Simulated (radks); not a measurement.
**Ba⁴¹⁺ in [Ne] 3s1.75 3p3 4p0.25: an all-electron calculation**

One table from this session's results is given with a row withheld; the runs are named, their logs left out.

The numbers are computed with radks (a radial shooting solver on a logarithmic mesh, Libxc functionals) version 1 (scalar-relativistic Kohn-Sham, PBE, spin-polarised, spherical densities, finite nucleus; open shells are filled with parallel spins first), except any that are marked as measured or tabulated.

**The system**

```
element            : barium (Z = 56)
charge             : +41
electrons          : 15
configuration      : [Ne] 3s1.75 3p3 4p0.25
nuclear rms radius : 4.8378 fm
```

The first run:

Input:

```text
Z 56
configuration [Ne] 3s1.75 3p3 4p0.25
relativity scalar-relativistic
functional pbe,pbe
spin polarised
nucleus finite rms 4.8378 fm
c 137.035999084
```

The run is started by

```console
> python run_ks.py task.json out
```

This one command runs every case of the session in turn.

One of the session's tables, all rows but one given; the rest of the session is left out.

It belongs to the step «Radial structure». Radial moments (bohr):

```
  level      <r>  outermost maximum (interpolated)  90 % within  nodes
  1s up  0.02557                            0.0164       0.0461      0
1s down  0.02557                            0.0164       0.0461      0
  2s up   0.1083                            0.0923        0.167      1
2s down   0.1083                            0.0923        0.167      1
  2p up  0.09471                            0.0740        0.154      0
2p down  0.09469                            0.0741        0.153      0
  3s up   0.2631                             0.249        0.382      2
3s down   0.2636                             0.249        0.383      2
  3p up   0.2555                             0.240        0.378      1
3p down   0.2559                             0.240        0.379      1
  4p up   0.4919                             0.496        0.699      2
4p down        ?                                 ?            ?      ?
```

**Question.** Estimate the row for 4p down.

The run gave: <r>: 0.4926; outermost maximum (interpolated): 0.498; 90 % within: 0.700; nodes: 2. In the column «<r>» it is the highest.
